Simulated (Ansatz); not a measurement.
**quartet GeNH3Cl at 6 levels**

We compute a comparison of 6 runs (UHF/STO-3G, UHF/3-21G, U-r2SCAN/cc-pVDZ, UB2PLYP/cc-pVDZ, UB3LYP/cc-pVDZ, UPBE-QIDH/cc-pVDZ) of quartet GeNH3Cl. 

Program for the calculation: Ansatz 0.2.0.

72 further runs of the same task are left out: 72 set aside as unsound or not needed.

### 1 The molecule

GeNH3Cl has 6 atoms, charge 0, and is taken as a quartet. SMILES of the parent species: `[NH2][GeH][Cl]`. Geometry: relaxed at PBE0-D4/def2-TZVP. This is one conformer, not always the lowest. That shape belongs to the parent species and isn't relaxed for this state.

Bond lengths: N1–Ge2 1.836 Å, Ge2–Cl3 2.169 Å, N1–H4 1.011 Å, N1–H5 1.011 Å, Ge2–H6 1.560 Å. Angles: N1–Ge2–Cl3 104.1°, N1–Ge2–H6 106.5°, Cl3–Ge2–H6 107.8°, Ge2–N1–H4 115.7°, Ge2–N1–H5 115.6°, H4–N1–H5 109.9°.

### 2 The energy at UHF/STO-3G (run 1)

The input, job.yaml:

```yaml
crystal:
  periodic: [false, false, false]
  atoms:
    - symbol: N
      position_ang: [-0.446300, 0.317900, -0.788300]
    - symbol: Ge
      position_ang: [0.075400, -0.151000, 0.908100]
    - symbol: Cl
      position_ang: [1.243000, -1.956900, 0.623300]
    - symbol: H
      position_ang: [-0.984500, 1.171200, -0.861400]
    - symbol: H
      position_ang: [-0.888700, -0.414300, -1.327200]
    - symbol: H
      position_ang: [1.043200, 0.969100, 1.399300]
basis:
  gaussian:
    orbitals: STO-3G
total_charge: 0
magnetization:
  spin_polarized: true
  initial_magnetization: 3
hamiltonian:
  xc: hf
accuracy: high
output: {orbitals: {seedname: orbitals}}
```

The run is started by

```sh
$ ansatz run job.yaml --threads 1 --pin off --max-ram 3480MiB --events-out events.jsonl --progress --plain --runs-dir runs
```

What it wrote:

```text
Warning: RAYON_NUM_THREADS=1 ignored (pool sized by the plan → 1); use --threads N
Functional definition: HF
  name "HF"
  exchange = exact_x
  correlation = 0
575 factors; integrals over basis functions are off by at most 1.2e-8 eV
mean field evaluation 1: about -69701.1466 eV, gradient 1.2e1 eV
mean field evaluation 2: about -69701.2775 eV, gradient 1.2e1 eV
mean field evaluation 4: about -69702.9311 eV, gradient 1.5e0 eV
mean field evaluation 8: about -69703.0194 eV, gradient 9.1e-2 eV
mean field evaluation 16: about -69703.0184 eV, gradient 2.6e-8 eV
mean field evaluation 32: about -69702.7544 eV, gradient 3.3e0 eV
mean field evaluation 64: about -69702.7488 eV, gradient 9.7e-1 eV
mean field evaluation 96: about -69698.5437 eV, gradient 4.4e0 eV
mean field evaluation 128: about -69703.0184 eV, gradient 2.7e-2 eV
mean field -69703.01841468 eV, -2561.5386803366 hartree, gradient 2.6e-8 eV, S^2 3.758908; 3 other end points of the search recorded, 0 dependent functions left out
reference -69703.01841468 eV, -2561.5386803366 hartree; 31, 28 occupied and 4, 7 virtual orbitals, 575 factors
Total energy: -69703.01841468 eV, -2561.5386803366 hartree
```

It took 1.4 s on 1 thread of Arm Neoverse V1, shared host; peak memory 0.1 GiB.

### 3 The energy at UHF/3-21G (run 2)

The input, run.yaml:

```yaml
basis:
  gaussian:
    orbitals: 3-21G-spherical.json
crystal:
  periodic: [false, false, false]
  atoms:
    - {symbol: "N", position_ang: [-0.446300, 0.317900, -0.788300]}
    - {symbol: Ge, position_ang: [0.075400, -0.151000, 0.908100]}
    - {symbol: Cl, position_ang: [1.243000, -1.956900, 0.623300]}
    - {symbol: H, position_ang: [-0.984500, 1.171200, -0.861400]}
    - {symbol: H, position_ang: [-0.888700, -0.414300, -1.327200]}
    - {symbol: H, position_ang: [1.043200, 0.969100, 1.399300]}
total_charge: 0
magnetization:
  spin_polarized: true
  initial_magnetization: 3
hamiltonian:
  xc: hf
accuracy: high
output:
  orbitals: {seedname: orbitals}
```

The basis set 3-21G is read from a file made from the Basis Set Exchange's data (not shown).

The run is started by

```sh
$ ansatz run run.yaml --threads 1 --pin off --max-ram 3480MiB --events-out events.jsonl --progress --plain --runs-dir runs
```

What it wrote, shortened:

```text
Warning: RAYON_NUM_THREADS=1 ignored (pool sized by the plan → 1); use --threads N
[... 2 set-up lines as earlier in the session ...]
[...]
981 factors; integrals over basis functions are off by at most 4.5e-9 eV
[...]
mean field -70160.22566687 eV, -2578.3407369484 hartree, gradient 1.6e-8 eV, S^2 3.761600; 5 other end points of the search recorded, 0 dependent functions left out
reference -70160.22566687 eV, -2578.3407369484 hartree; 31, 28 occupied and 19, 22 virtual orbitals, 981 factors
Total energy: -70160.22566687 eV, -2578.3407369484 hartree
```

Wall time 6 s (1 thread of Arm Neoverse V1, shared host); peak memory 0.18 GiB.

Runs 3 to 5 aren't shown in full; the table further down has their settings and results.

### 4 The energy at UPBE-QIDH/cc-pVDZ (run 6)

The input, in.yaml:

```yaml
crystal:
  periodic: [false, false, false]
  atoms:
    - {symbol: N, position_ang: [-0.446300, 0.317900, -0.788300]}
    - {symbol: Ge, position_ang: [0.075400, -0.151000, 0.908100]}
    - {symbol: Cl, position_ang: [1.243000, -1.956900, 0.623300]}
    - {symbol: H, position_ang: [-0.984500, 1.171200, -0.861400]}
    - {symbol: H, position_ang: [-0.888700, -0.414300, -1.327200]}
    - {symbol: H, position_ang: [1.043200, 0.969100, 1.399300]}
basis:
  gaussian:
    orbitals: cc-pVDZ
magnetization:
  spin_polarized: true
  initial_magnetization: 3
hamiltonian:
  xc: {name: PBE-QIDH}
correlation:
  frozen_orbitals: {Cl: 5, Ge: 9, H: 0, "N": 1}
accuracy: high
output: {orbitals: {seedname: orbitals}}
```

The run is started by

```sh
$ ansatz run in.yaml --threads 1 --pin off --max-ram 3480MiB --events-out events.jsonl --progress --plain --runs-dir runs
```

What it wrote, shortened:

```text
Warning: RAYON_NUM_THREADS=1 ignored (pool sized by the plan → 1); use --threads N
Functional definition: PBE-QIDH
  name "PBE-QIDH"
[...]
1672 factors; integrals over basis functions are off by at most 4.7e-9 eV
[...]
mean field -70542.22340234 eV, -2592.3788947997 hartree, gradient 5.9e-8 eV, S^2 3.759280; 3 other end points of the search recorded, 0 dependent functions left out
15 core orbitals not correlated: weight in the atoms' cores, before any rotation towards them, 1.000 or more for the frozen orbitals, at most 0.000 for the correlated occupied ones
reference -70542.22340336 eV, -2592.3788948370 hartree; 16, 13 occupied and 43, 46 virtual orbitals, 1672 factors
second order -11.56869019 eV of doubles, -0.00000000 eV of singles
Total energy: -70546.07963342 eV, -2592.5206086781 hartree
```

It took 22 s on 1 thread of Arm Neoverse V1, shared host; peak memory 0.37 GiB.

### 5 Overview of the runs

```csv
run,level,frozen core orbitals,energy (Eh),⟨S²⟩,wall time
1,UHF/STO-3G,–,-2561.538680,3.759,1.4 s
2,UHF/3-21G,–,-2578.340737,3.762,6 s
3,U-r2SCAN/cc-pVDZ,–,-2593.442907,3.757,94 s
4,UB2PLYP/cc-pVDZ,15,-2592.884041,3.758,28 s
5,UB3LYP/cc-pVDZ,–,-2593.568149,3.755,38 s
6,UPBE-QIDH/cc-pVDZ,15,-2592.520609,3.759,22 s
```

### 6 Results

| quantity | value |
| --- | --- |
| run 6: total energy | -2592.52061 Eh |
| run 6: HOMO energy (SCF part's orbitals) (highest over α and β) | -2.95 eV |
| run 6: ⟨S²⟩ | 3.759 |

What this shows: Totals of different functionals can't be ranked against each other. In run 1 the basis is minimal, so the values are rough. All runs together took 3.2 min, the longest 94 s.
